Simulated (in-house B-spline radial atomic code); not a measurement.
**I¹³⁺: excited configurations**

Wanted: excitation energies of I¹³⁺ as differences of total energies (ΔSCF).

Method: Dirac-Hartree-Fock, average of configuration, Fermi nucleus, basis-set limit. Code: in-house B-spline radial atomic code version 1.

## (1) Starting point

* element: iodine (Z = 53)
* charge: +13
* electrons: 40
* configuration: [Kr] 4d4
* Hamiltonian: Dirac-Coulomb
* nucleus: Fermi, rms radius 4.750 fm

Outer shells as boxes (Hund's rule):

[Kr] 4d4
```
[Kr] core
4d [↑ ][↑ ][↑ ][↑ ][  ]
```

The boxes draw the filling by Hund's rule, which heavy ions in jj coupling don't follow; these runs average over all states of the configuration.

Settings, as recorded:

```ini
Z = 53
electrons = 40.0
configuration = [Kr] 4d4
hamiltonian = dirac
method = hf
spin_polarised = False
nucleus = fermi
rms_radius = 4.75
mass_number = 127
atomic_mass = 126.904472592
speed_of_light = 137.035999084
```

This reference run was done before. Its total energy is -7057.785872 hartree, and its levels are (the highest eight at most):

```csv
orbital,occupation,energy (eV),<r> (bohr)
3p3/2,4,-1177.31,0.3128
3d3/2,4,-932.49,0.2843
3d5/2,6,-920.36,0.2878
4s1/2,2,-458.81,0.7080
4p1/2,2,-403.49,0.7284
4p3/2,4,-390.47,0.7489
4d3/2,1.6,-307.04,0.7933
4d5/2,2.4,-304.74,0.8000
```

## (2) [Ar] 3d9 4s2 4p6 4d4 7g1

Settings, as recorded:

```ini
Z = 53
electrons = 40.0
configuration = [Ar] 3d9 4s2 4p6 4d4 7g1
hamiltonian = dirac
method = hf
spin_polarised = False
nucleus = fermi
rms_radius = 4.75
mass_number = 127
atomic_mass = 126.904472592
speed_of_light = 137.035999084
```

## (3) Configuration [Ar] 3d10 4s2 4p5 4d4 6g1

Settings: those of step 2 with these lines changed.

```diff
@@ -2,3 +2,3 @@
 electrons = 40.0
-configuration = [Ar] 3d9 4s2 4p6 4d4 7g1
+configuration = [Ar] 3d10 4s2 4p5 4d4 6g1
 hamiltonian = dirac
```

## (4) Run with [Ar] 3d9 4s2 4p6 4d4 5p1

Settings: those of step 3 with these lines changed.

```diff
@@ -2,3 +2,3 @@
 electrons = 40.0
-configuration = [Ar] 3d10 4s2 4p5 4d4 6g1
+configuration = [Ar] 3d9 4s2 4p6 4d4 5p1
 hamiltonian = dirac
```

## (5) Configuration [Ar] 3d10 4s2 4p5 4d4 8s1

Settings: those of step 4 with these lines changed.

```diff
@@ -2,3 +2,3 @@
 electrons = 40.0
-configuration = [Ar] 3d9 4s2 4p6 4d4 5p1
+configuration = [Ar] 3d10 4s2 4p5 4d4 8s1
 hamiltonian = dirac
```

## (6) [Ar] 3d10 4s2 4p5 4d5

Settings: those of step 5 with these lines changed.

```diff
@@ -2,3 +2,3 @@
 electrons = 40.0
-configuration = [Ar] 3d10 4s2 4p5 4d4 8s1
+configuration = [Ar] 3d10 4s2 4p5 4d5
 hamiltonian = dirac
```

How far above the reference does each configuration lie (order and size, in eV)?

The runs gave:

| net move | configuration | energy above the reference (eV) | with Breit, QED, recoil (eV) | largest <r> (bohr) |
| --- | --- | --- | --- | --- |
| 4p → 4d | [Ar] 3d10 4s2 4p5 4d5 | 89.208 | 88.962 | 0.799 |
| 4p → 6g | [Ar] 3d10 4s2 4p5 4d4 6g1 | 317.94 | 317.65 | 3.03 |
| 4p → 8s | [Ar] 3d10 4s2 4p5 4d4 8s1 | 332.13 | 331.86 | 4.66 |
| 3d → 5p | [Ar] 3d9 4s2 4p6 4d4 5p1 | 722.35 | 722.04 | 1.46 |
| 3d → 7g | [Ar] 3d9 4s2 4p6 4d4 7g1 | 860.08 | 859.68 | 4.39 |

Quantum defects of the promoted electron, δ = n − ζ/√(−2ε) with ζ = 14 and ε its orbital energy in hartree:

| promotion | δ |
| --- | --- |
| 4p → 6g | 0.065 |
| 4p → 8s | 1.417 |
| 3d → 5p | 1.287 |
| 3d → 7g | 0.078 |

What this shows: The energies run from 89.208 eV (4p → 4d) to 860.08 eV (3d → 7g). 4 of them lie more than 2 % above the ionisation threshold that Koopmans' theorem gives (304.74 eV), where such states can decay by emitting an electron. Of those tabulated, the defect is largest for 8s (1.42) and least for 6g (0.07): low angular momentum penetrates the core, high angular momentum stays outside it. Two partly filled shells share a symmetry and can mix in the average, which may lower the energy, for: 3d → 5p; 3d → 7g. These are averages over configurations, without correlation, not spectroscopic levels.
